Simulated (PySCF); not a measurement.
**BeAl+: bond curves at several levels of theory**

One table from this session's results is given with a row withheld; the runs are named, their logs left out.

Method: Be def2-TZVP, Al def2-TZVP, no relativity; program: PySCF 2.14.0.

The first run:

Settings of the job:

```
atoms                         : Be, Al
charge                        : 1
basis                         : Be def2-TZVP, Al def2-TZVP
Hamiltonian                   : no relativity
basis functions               : 56
electrons treated             : 16
masses in u                   : 9.0122, 26.9815
levels                        : PBE0, PBE, r²SCAN, r²SCAN0, MN15, B97-3, LC-ωPBE, HF, MP2, SCS-MP2, CCSD, CCSD(T)
grid                          : 80 radial by 434 angular points
occupations                   : held fixed by the projection of orbital angular momentum
dissociation limit            : Be + Al+, each in its ground configuration
starting distance in angstrom : 2.255
values of 2S to try           : 0, 2
```

The run is started by

```sh
OMP_NUM_THREADS=1 python dia.py task.json out
```

Among the steps run: Input; PBE0 along the bond; Higher solutions at PBE0; PBE; r²SCAN; r²SCAN0 (hybrid meta-GGA); MN15 (hybrid meta-GGA); B97-3 (global hybrid GGA); LC-ωPBE (range-separated hybrid); RHF; MP2 and coupled cluster.

One table of the session follows, with a row left open; its other results are not shown here.

It belongs to the step «The curves together». Energy (eV) from each level's lowest point:

| R (Å) | RHF | RHF-MP2 | RHF-SCS-MP2 | RHF-CCSD | RHF-CCSD(T) |
| --- | --- | --- | --- | --- | --- |
| 2.412 | 0.377 | 0.264 | 0.276 | n/a | n/a |
| 2.525 | 0.217 | 0.130 | 0.141 | 0.122 | 0.108 |
| 2.637 | ? | ? | ? | ? | ? |
| 2.721 | 0.063 | 0.019 | 0.024 | 0.017 | 0.011 |
| 2.805 | 0.030 | 0.003 | 0.006 | 0.003 | 0.000 |
| 2.889 | 0.010 | 0.000 | 0.000 | 0.000 | 0.001 |
| 3.001 | 0.000 | 0.010 | 0.007 | 0.010 | 0.015 |
| 3.142 | 0.005 | 0.039 | 0.031 | 0.036 | 0.046 |
| 3.310 | 0.027 | 0.086 | 0.073 | 0.078 | 0.094 |
| 3.534 | 0.071 | 0.158 | 0.139 | n/a | n/a |

Q: Estimate the row for R (Å) = 2.637 from the others.

Worked estimate for «RHF». A straight line through the neighbours (2.525, 0.217) and (2.721, 0.063) gives 0.217 + (0.063 − 0.217) × (2.637 − 2.525) / (2.721 − 2.525) = 0.129; a parabola fitted to 4 rows on both sides gives 0.111.

**Answer.** RHF: 0.113; RHF-MP2: 0.052; RHF-SCS-MP2: 0.059; RHF-CCSD: 0.048; RHF-CCSD(T): 0.038. In «RHF» the line misses by +0.016 and the parabola by -0.002.
